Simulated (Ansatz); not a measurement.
# Si2W: the cost of one run

Program: Ansatz 0.2.0. Level of theory: DFT PBE, scalar-relativistic, plane waves, PAW. These are calculated values, not measurements.

## (1) Starting point

Symmetry: I4/mmm, No. 139, tetragonal system. Conventional cell: a = 3.217 Å, b = 3.217 Å, c = 7.873 Å, α = 90.00°, β = 90.00°, γ = 90.00°. Around Si (site symmetry 4mm) lie 5 Si at 2.60 to 2.64 Å and 5 Mo at 2.62 to 2.64 Å. Mo (site symmetry 4/mmm) has 10 Si at 2.62 to 2.64 Å as nearest neighbours.

As a file:

```
Si Mo
1.0
    -1.60843    1.60843    3.93642
     1.60843   -1.60843    3.93642
     1.60843    1.60843   -3.93642
Si Mo
2 1
Direct
  0.66492 0.66492 0.00000
  0.33508 0.33508 0.00000
  0.00000 0.00000 0.00000
```

It goes back to an entry of the Materials Project.

This cell was relaxed beforehand with the same method: volume 13.58 Å³/atom, gap on the mesh none (metal).

## (2) The bulk in the cell of the plane

Input file input.yaml:

```yaml
crystal:
  lattice:
    - [3.2291363681, 0.0, 0.0]
    - [0.0, 3.2291363681, 0.0]
    - [1.6145681841, -1.6145681841, 3.933472313]
  atoms:
    - { symbol: Si, position: [0.6654260389, 0.3345739611, 0.6691479221] }
    - { symbol: Si, position: [0.3345739611, 0.6654260389, 0.3308520779] }
    - { symbol: W, position: [0.0, 0.0, 0.0] }
basis:
  ecutwfc: 420
kpoints:
  mp_grid: { grid: [11, 11, 9] }
hamiltonian:
  xc: pbe
scf:
  occupations: { method: gaussian, width: 0.1 }
output:
  forces: true
  stress: true
  eigenvalues: true
  write_density: true
  write_potential: true
  elf: true
  volumetric_format: npy
```

The run is started by

```bash
$ ansatz run input.yaml --threads 4 --pin off --max-ram 8192MiB --backend cpu --events-out ev --progress --plain --runs-dir out
```

Q: Estimate wall time and peak memory on 4 threads of Arm Neoverse V2, shared host.

About 2.7 s, with a peak of 0.45 GiB.
